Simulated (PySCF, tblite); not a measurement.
**C8H11NO: geometry, infrared bands and NMR shifts**

Wanted: the infrared bands and NMR shifts of C8H11NO (`CC1=CCC=C(C(N)=O)C1`), by calculation.

Programs: tblite 0.8.0 and PySCF 2.14.0, with density-fitted response routines of our own. Each step states its level of theory. These are calculated values for one molecule in the gas phase, unless marked as measured. Atoms are numbered from 0 throughout.

## Step 1: The molecule as given

21 atoms, charge 0, multiplicity 1; geometry from: force field or distance geometry start.

Bonds of the start (Å): C0–C1 1.50, C1–C2 1.31, C2–C3 1.48, C3–C4 1.48, C4–C5 1.31, C5–C6 1.47, C6–N7 1.44, C6–O8 1.26, C5–C9 1.47, C9–C1 1.48, C0–H10 1.11, C0–H11 1.11, C0–H12 1.10, C2–H13 1.09, C3–H14 1.12, C3–H15 1.12, C4–H16 1.08, N7–H17 1.03, N7–H18 1.05, C9–H19 1.13, C9–H20 1.13.

## Step 2: Optimising the geometry with GFN2-xTB

Job settings and geometry (Å):

```
{"job": {"kind": "relax", "xc": "GFN2-xTB", "basis": "xTB"}, "charge": 0, "multiplicity": 1}
C     -2.242000     1.424900     0.601300
C     -1.253600     0.452700     0.028300
C     -1.724400    -0.668100    -0.453200
C     -0.863400    -1.706700    -1.051400
C      0.548300    -1.580100    -0.614600
C      0.995600    -0.445200    -0.127600
C      2.413800    -0.403100     0.259800
N      2.907700     0.836400     0.809400
O      3.188700    -1.387400     0.144300
C      0.188600     0.771000     0.069300
H     -1.776300     2.124200     1.326000
H     -3.079000     0.885900     1.095200
H     -2.642000     1.964900    -0.266400
H     -2.805300    -0.826600    -0.440400
H     -0.972900    -1.667400    -2.163200
H     -1.224100    -2.716800    -0.718100
H      1.183100    -2.449500    -0.741400
H      2.595000     1.186500     1.725400
H      3.594100     1.409200     0.267100
H      0.489900     1.326400     1.008900
H      0.469400     1.485800    -0.759300
```

Started as:

```
$ OMP_NUM_THREADS=1 python probes_run.py task.json out
```

One launch serves the whole session: the jobs run in the order shown.

**Question.** This job is followed by: GFN2-xTB harmonic vibrations, gas phase; GIAO PBE0/pcSseg-1 NMR shielding, non-relativistic, gas phase. Predict these results of the whole session: strongest single infrared mode (GFN2-xTB); zero-point energy (GFN2-xTB); 13C shifts against TMS (PBE0/pcSseg-1); 1H shifts against TMS (PBE0/pcSseg-1, means over atoms taken as alike); 15N shifts against NH3 (PBE0/pcSseg-1); 17O shifts against H2O (PBE0/pcSseg-1).

As calculated:

| quantity | value |
| --- | --- |
| strongest single infrared mode (GFN2-xTB) | 1727 cm⁻¹, 254 km/mol |
| zero-point energy (GFN2-xTB) | 107.8 kcal/mol |
| 13C shifts against TMS (PBE0/pcSseg-1) | 167.1, 144.6, 137.4, 131.4, 125.8, 33.1, 32.7, 27.0 ppm |
| 1H shifts against TMS (PBE0/pcSseg-1, means over atoms taken as alike) | 7.54, 5.82, 5.04, 4.59, 3.13, 2.58, 1.84 ppm |
| 15N shifts against NH3 (PBE0/pcSseg-1) | 108.9 ppm |
| 17O shifts against H2O (PBE0/pcSseg-1) | 385.1 ppm |

What this shows: The optimisation took 116 steps and gained 1.210 eV; among the close pairs (by a distance rule), C6–N7 changed most, from 1.443 to 1.359 Å. All 57 modes are real, so the xTB geometry is a minimum. The strongest single mode, at 1727 cm⁻¹, is carried by C6, O8, C5, C4. Unscaled tight-binding wavenumbers are off by several per cent, some by more. Its intensities can rank the bands wrongly. H16 (hydrogen on a β carbon of a C=C–C=O unit) lies farthest downfield among hydrogen, at 7.54 ppm; attached to an sp2 carbon and in the plane of the double bond. At PBE0/pcSseg-1: The largest span, 656 ppm, is at O8, where the paramagnetic term is -449 ppm.
